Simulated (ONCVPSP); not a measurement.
**Pseudopotential generation for chromium: ONCV, PBE**

Do these settings give a usable potential? It is generated, then checked for transferability, scattering, ghosts and hardness.

Method: ONCVPSP 4.0.1, PBE, scalar-relativistic.

## (1) Settings

Typed settings, in words:

- element: chromium (Cr, Z = 24)
- type: optimised norm-conserving Vanderbilt (ONCV)
- frozen core: [Ne]
- valence charge: 14
- reference configuration: 3s2 3p6 3d5 4s1
- partial waves: 3s+4s: rc 1.80 bohr, ncon 3, nbas 7, qcut 8.5 1/bohr, 3 projectors, debl 3.7 Ha; 3p: rc 1.50 bohr, ncon 4, nbas 7, qcut 9 1/bohr, 2 projectors, debl 4 Ha; 3d: rc 2.10 bohr, ncon 5, nbas 10, qcut 8.2 1/bohr, 1 projector
- local potential: polynomial inside 1.30 bohr (lpopt 5, dvloc0 0 Ha)
- core correction: polynomial model core, fcfact 0.6

The nodes and maxima of the atom's own shells, from an earlier all-electron run, set the scale for the radii.

All-electron outer shells of the reference configuration (PBE, scalar-relativistic, ld1.x):

| shell | level (eV) | outermost node (bohr) | outermost maximum (bohr) |
| --- | --- | --- | --- |
| 2p | -560.70 | – | 0.20 |
| 3s | -73.99 | 0.36 | 0.78 |
| 3p | -45.44 | 0.33 | 0.80 |
| 4s | -4.01 | 1.12 | 2.74 |
| 3d | -2.91 | – | 0.84 |
| 4p | -0.99 | 1.25 | 3.94 |

## (2) Generation

File Cr.dat:

```
# ATOM AND REFERENCE CONFIGURATION
# atsym  z   nc   nv     iexc    psfile
  Cr 24.00    3    4        4      upf
#
#   n    l    f
    1    0    2.00
    2    0    2.00
    2    1    6.00
    3    0    2.00
    3    1    6.00
    3    2    5.00
    4    0    1.00
#
# PSEUDOPOTENTIAL AND OPTIMIZATION
# lmax
    2
#
#   l,   rc,      ep,       ncon, nbas, qcut
    0    1.80    0.00    3    7    8.50
    1    1.50    0.00    4    7    9.00
    2    2.10    0.00    5   10    8.20
#
# LOCAL POTENTIAL
# lloc, lpopt,  rc(5),   dvloc0
    4    5    1.30    0.00
#
# VANDERBILT-KLEINMAN-BYLANDER PROJECTORs
# l, nproj, debl
    0    3    3.70
    1    2    4.00
    2    1    0.90
#
# MODEL CORE CHARGE
# icmod, fcfact, rcfact
    1    0.60    0.00
#
# LOG DERIVATIVE ANALYSIS
# epsh1, epsh2, depsh
   -4.00    5.00    0.02
#
# OUTPUT GRID
# rlmax, drl
    6.00    0.01
#
# TEST CONFIGURATIONS
# ncnf
    4
# nvcnf
#   n    l    f
    4
    3    0    2.00
    3    1    6.00
    3    2    5.00
    4    0    0.00
#
    4
    3    0    2.00
    3    1    6.00
    3    2    4.00
    4    0    0.00
#
    4
    3    0    2.00
    3    1    6.00
    3    2    3.00
    4    0    0.00
#
    4
    3    0    2.00
    3    1    5.00
    3    2    5.00
    4    0    1.00
#
```

Started as:

```console
oncvpsp.x < Cr.dat > Cr.out
```

What does the calculation give? Wanted: cutoffs for 1 and 0.1 mHa per electron, occupied waves; bound ghosts; GHOST(+) flags; largest test error; largest phase difference near zero energy, channels read; rms error of d²Exc/dn², without and with the model core.

As calculated:

| quantity | value |
| --- | --- |
| cutoffs for 1 and 0.1 mHa per electron, occupied waves | 26 Ha and 32 Ha |
| bound ghosts | none found |
| GHOST(+) flags | none at low energy |
| largest test error (AE − PS) | -264 meV, for 3s2 3p5 3d5 4s1 (1 test unsolved) |
| largest phase difference near zero energy, channels read | 0.016 rad |
| rms error of d²Exc/dn², without and with the model core | 2.80 and 1.38 mHa |

By total energies transferability is poor: the largest error is 264 meV on 51.5 eV, for 3s2 3p5 3d5 4s1. That test lies far up in energy; among those under 40 eV, nearer to bonding, the largest error is 12 meV. Of the tests 1 gave no usable energy difference, which is a warning in itself. It counts as of middling hardness, with 26 Ha needed at the looser tolerance. It is free of bound ghosts as far as tested. Near zero energy the phases of the channels with partial waves agree within 0.016 rad. All of this concerns the isolated atom, not yet a solid.
